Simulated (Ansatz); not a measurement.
**Si2H4F2 (SMILES F[SiH2][SiH2]F) at BHLYP/6-31G(d) (spherical functions)**

What is the electronic atomisation energy of Si2H4F2 at BHLYP/6-31G* (spherical functions)? 

The results are computed with Ansatz 0.2.0.

56 further runs of the same task are left out: 56 set aside as unsound or not needed.

## Step 1: The system as given

The species is Si2H4F2 (8 atoms), meant as a singlet with charge 0. SMILES: `F[SiH2][SiH2]F`. The coordinates come from a PBE0-D4/def2-TZVP relaxation. This is one conformer, not always the lowest.

Bond lengths: F1–Si2 1.605 Å, Si2–Si3 2.350 Å, Si3–F4 1.605 Å, Si2–H5 1.485 Å, Si2–H6 1.487 Å, Si3–H7 1.487 Å, Si3–H8 1.485 Å. Some angles: F1–Si2–Si3 110.4°, Si2–Si3–F4 110.4°, F1–Si2–H5 108.0°, F1–Si2–H6 108.1°, Si3–Si2–H5 111.7°, Si3–Si2–H6 109.2°, Si2–Si3–H7 109.2°, Si2–Si3–H8 111.7°, F4–Si3–H7 108.1°, F4–Si3–H8 108.0°.

## Step 2: The energy at BHLYP/6-31G(d) (spherical functions)

File in.yaml:

```yaml
crystal:
  periodic: [false, false, false]
  atoms:
    - {symbol: F, position_ang: [-1.934800, 1.205800, -0.274500]}
    - {symbol: Si, position_ang: [-0.357800, 1.128100, 0.012400]}
    - {symbol: Si, position_ang: [0.358600, -1.109600, 0.044100]}
    - {symbol: F, position_ang: [0.281000, -1.742000, -1.428800]}
    - {symbol: H, position_ang: [0.340100, 1.914200, -1.037000]}
    - {symbol: H, position_ang: [-0.099800, 1.743700, 1.341600]}
    - {symbol: H, position_ang: [1.774800, -1.164000, 0.495400]}
    - {symbol: H, position_ang: [-0.477100, -1.941900, 0.946800]}
basis:
  gaussian: {orbitals: 6-31G_st_-spherical.json}
magnetization: {spin_polarized: false}
hamiltonian: {xc: {name: BHLYP}}
accuracy: high
output: {orbitals: {seedname: orbitals}}
```

The basis set 6-31G* is read from a file made from the Basis Set Exchange's data (not shown).

The run is started by

```sh
ansatz run in.yaml --threads 1 --pin off --max-ram 3480MiB --events-out events.jsonl --progress --plain --runs-dir runs
```

Output:

```text
Warning: RAYON_NUM_THREADS=1 ignored (pool sized by the plan → 1); use --threads N
Functional definition: BHLYP
  name "BHLYP"
  parameter a = 0.5
  exchange = (1 - a)*b88_x + a*exact_x
  correlation = lyp_c
1574 factors; integrals over basis functions are off by at most 4.2e-9 eV
mean field evaluation 1: about -21251.1581 eV, gradient 3.7e1 eV
mean field evaluation 2: about -21250.6086 eV, gradient 4.4e1 eV
mean field evaluation 4: about -21253.3028 eV, gradient 9.6e-1 eV
mean field evaluation 8: about -21253.7329 eV, gradient 1.3e-2 eV
mean field evaluation 16: about -21253.7331 eV, gradient 8.6e-6 eV
mean field -21253.73305412 eV, -781.0602834411 hartree, gradient 6.4e-8 eV, S^2 0.000000; 0 other end points of the search recorded, 0 dependent functions left out
reference -21253.73308264 eV, -781.0602844892 hartree; 25, 25 occupied and 47, 47 virtual orbitals, 1574 factors
Total energy: -21253.73308264 eV, -781.0602844892 hartree
```

Run time: 7.8 s. Hardware: 1 thread of Arm Neoverse V2, shared host; peak memory 0.23 GiB.

## Step 3: The F atom

File molecule.yaml:

```yaml
basis:
  gaussian: {orbitals: 6-31G_st_-spherical.json}
crystal:
  periodic: [false, false, false]
  atoms:
    - {symbol: F, position_ang: [0.000000, 0.000000, 0.000000]}
magnetization: {spin_polarized: true, initial_magnetization: 1}
hamiltonian: {xc: {name: BHLYP}}
accuracy: high
```

The basis set 6-31G* is read from a file made from the Basis Set Exchange's data (not shown).

Run the same way, it converges to -99.69272 Eh (log not shown).

## Step 4: The H atom

File job.yaml:

```yaml
crystal:
  periodic: [false, false, false]
  atoms:
    - symbol: H
      position_ang: [0.000000, 0.000000, 0.000000]
basis:
  gaussian:
    orbitals: "6-31G*"
magnetization:
  spin_polarized: true
  initial_magnetization: 1
hamiltonian:
  xc: {name: BHLYP}
accuracy: high
```

The run is started by

```sh
ansatz run job.yaml --threads 1 --pin off --max-ram 3480MiB --events-out events.jsonl --progress --plain --runs-dir runs
```

Output:

```text
Warning: RAYON_NUM_THREADS=1 ignored (pool sized by the plan → 1); use --threads N
[... 5 set-up lines as earlier in the session ...]
3 factors; integrals over basis functions are off by at most 5.4e-10 eV
mean field evaluation 1: about -13.5143 eV, gradient 7.8e-1 eV
mean field evaluation 2: about -13.5199 eV, gradient 1.3e-1 eV
mean field evaluation 4: about -13.5195 eV, gradient 9.6e-5 eV
mean field evaluation 8: about -13.5195 eV, gradient 6.1e-10 eV
mean field -13.51953907 eV, -0.4968338969 hartree, gradient 6.4e-9 eV, S^2 0.750000; 0 other end points of the search recorded, 0 dependent functions left out
reference -13.51955128 eV, -0.4968343455 hartree; 1, 0 occupied and 1, 2 virtual orbitals, 3 factors
Total energy: -13.51955128 eV, -0.4968343455 hartree
```

Run time: 0.1 s. Hardware: 1 thread of Arm Neoverse V2, shared host.

## Step 5: The Si atom

File job.yaml:

```yaml
crystal:
  periodic: [false, false, false]
  atoms:
    - {symbol: Si, position_ang: [0.000000, 0.000000, 0.000000]}
basis:
  gaussian:
    orbitals: 6-31G_st_-spherical.json
hamiltonian:
  xc: {name: BHLYP}
magnetization:
  spin_polarized: true
  initial_magnetization: 2
accuracy: high
```

The basis set 6-31G* is read from a file made from the Basis Set Exchange's data (not shown).

Run the same way, it converges to -289.35663 Eh (log not shown).

## Step 6: Results

At BHLYP/6-31G* (spherical functions):

```
                     quantity          value
       molecule: total energy  -781.06028 Eh
        molecule: HOMO energy       -9.47 eV
        molecule: LUMO energy        0.35 eV
      molecule: HOMO–LUMO gap        9.82 eV
         F atom: total energy   -99.69272 Eh
                 F atom: ⟨S²⟩          0.751
         H atom: total energy    -0.49683 Eh
                 H atom: ⟨S²⟩          0.750
        Si atom: total energy  -289.35663 Eh
                Si atom: ⟨S²⟩          2.003
electronic atomisation energy      26.511 eV
```

What this shows: Taking the molecule apart into free atoms costs 26.51 eV (611 kcal/mol), before zero-point energy and without spin-orbit coupling.
